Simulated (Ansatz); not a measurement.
Set up this calculation in Ansatz 0.2.0, as the native input.

```yaml
Task: band structure
Functional: PBEsol
Potentials_or_basis: all-electron LAPW, scalar-relativistic
Cutoff: 245 eV (chosen from the basis error)
Basis_error_allowed: 0.002 eV/atom
k_mesh: 8 × 8 × 3
Occupations: fermi-dirac, width 0.05 eV
Spin: no spin polarisation
```

Ti3Se:

```
Se Ti
1.0
     3.19745    0.00000    0.00000
    -1.59872    2.76907    0.00000
     0.00000    0.00000    7.94275
Se Ti
1 3
Cartesian
  0.0000 0.0000 0.0000
  1.5987 0.9230 3.9714
  0.0000 1.8460 6.1390
  0.0000 1.8460 1.8038
```

The cell comes from a database or a generator and needn't be the stable form of this composition.

One way to write it, as run:

input.yaml

```yaml
crystal:
  lattice:
    - [3.1974455988, 0.0, 0.0]
    - [-1.5987227994, 2.7690691158, 0.0]
    - [0.0, 0.0, 7.942745]
  atoms:
    - { symbol: Se, position: [0.0, 0.0, 0.0] }
    - { symbol: Ti, position: [0.6666666667, 0.3333333333, 0.5] }
    - { symbol: Ti, position: [0.3333333333, 0.6666666667, 0.772902] }
    - { symbol: Ti, position: [0.3333333333, 0.6666666667, 0.227098] }
kpoints:
  mp_grid: { grid: [8, 8, 3] }
  band_path:
    path:
      - [0.0, 0.0, 0.0]
      - [0.5, 0.0, 0.0]
      - [0.3333333333, 0.3333333333, 0.0]
      - [0.0, 0.0, 0.0]
      - [0.0, 0.0, 0.5]
      - [0.5, 0.0, 0.5]
      - [0.3333333333, 0.3333333333, 0.5]
      - [0.0, 0.0, 0.5]
    npoints: 8
scf:
  occupations: { method: fermi_dirac, width: 0.05 }
hamiltonian:
  xc: pbesol
  pseudopotentials: { kind: all_electron, lapw: { basis_error: 0.002 } }
output:
  forces: true
  stress: true
  eigenvalues: true
```

Potentials or basis: all-electron LAPW, scalar-relativistic.

Run with:

```bash
$ ansatz run input.yaml --threads 2 --pin off --max-ram 8192MiB --backend cpu --events-out ev --progress --plain --runs-dir out
```

Results of the run:

```json
{
 "Pressure": "-4.4 GPa",
 "Largest force": "0.117 eV/Å",
 "Band gap along the path": "none (metal or under the smearing width)"
}
```

Caveat: the k mesh is thin for a metal, which can move the energy by tens of meV per atom.

It took 16 s on 2 threads of Arm Neoverse V2, on a shared host, peak memory 0.34 GiB.
